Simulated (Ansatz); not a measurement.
## ClFGeH4Si, SMILES [F][GeH]([SiH3])[Cl]: a rigid scan of one bond length, step by step

With the Python package of Ansatz (0.2.0).

Interactive session:
```pycon
>>> import ansatz as az
>>> import numpy as np
>>> mol = (
...     az.Crystal.molecule()
...     .atom("F", (-1.6152, 1.6115, 0.4066))
...     .atom("Ge", (-0.5175, 0.7807, -0.6056))
...     .atom("Si", (0.5848, -0.7597, 0.6791))
...     .atom("Cl", (-1.4955, -0.2356, -2.1933))
...     .atom("H", (0.502, 1.7744, -1.2381))
...     .atom("H", (1.3347, -0.0476, 1.769))
...     .atom("H", (1.6056, -1.4902, -0.1419))
...     .atom("H", (-0.3069, -1.6906, 1.2684))
... )
>>> symbols = [site.symbol for site in mol.cartesian_sites]
>>> start = np.array([site.position_ang for site in mol.cartesian_sites])
>>> axis = (start[1] - start[2]) / np.linalg.norm(start[1] - start[2])
>>> moving = [0, 1, 3, 4]
>>> lengths, energies = [2.014, 2.106, 2.197, 2.289, 2.38, 2.472, 2.563, 2.701], []
>>> for length in lengths:
...     xyz = start.copy()
...     xyz[moving] += (length - np.linalg.norm(start[1] - start[2])) * axis
...     point = az.Crystal.molecule()
...     for symbol, place in zip(symbols, xyz):
...         point = point.atom(symbol, place.tolist())
...     job = (
...         point.calculation()
...         .basis(gaussian="def2-SVP")
...         .correlation("mp2")
...     )
...     data = job.run(threads=1).report
...     energies.append(data["free_energy_ev"])
...     print(f"r = {length:6.3f} A  E = {energies[-1]:.5f} eV  <S^2> = {abs(data['mean_field']['state']['spin_squared']):.3f}")
...
r =  2.014 A  E = -79611.20802 eV  <S^2> = 0.000
r =  2.106 A  E = -79611.82676 eV  <S^2> = 0.000
r =  2.197 A  E = -79612.19655 eV  <S^2> = 0.000
r =  2.289 A  E = -79612.38987 eV  <S^2> = 0.000
r =  2.380 A  E = -79612.45022 eV  <S^2> = 0.000
r =  2.472 A  E = -79612.41532 eV  <S^2> = 0.000
r =  2.563 A  E = -79612.31291 eV  <S^2> = 0.000
r =  2.701 A  E = -79612.07245 eV  <S^2> = 0.000
>>> # quartic fit about the minimum
>>> fit = np.polynomial.Polynomial.fit(lengths, np.array(energies) - min(energies), 4).convert()
>>> roots = [r.real for r in fit.deriv().roots() if abs(r.imag) < 1e-9 and fit.deriv(2)(r.real) > 0]
>>> r_e = min(roots, key=lambda r: abs(r - lengths[int(np.argmin(energies))]))
>>> print(f"minimum of the fit at {r_e:.4f} A, force constant {fit.deriv(2)(r_e):.2f} eV/A^2")
minimum of the fit at 2.3869 A, force constant 10.89 eV/A^2
```

Reading the output:
- Total energies depend on the basis set; only differences at equal settings carry meaning.
- The rest of the molecule is held rigid at a force-field or estimated start geometry, and the basis set is modest; single-reference methods fail as a bond breaks.
- The orbitals are restricted, so S² is zero by construction.
- S² is that of the Hartree-Fock reference.
- Timing: 16 s on 1 thread of Intel(R) Xeon(R) Platinum 8375C CPU @ 2.90GHz (Ice Lake) (shared host), peak memory 0.29 GiB.
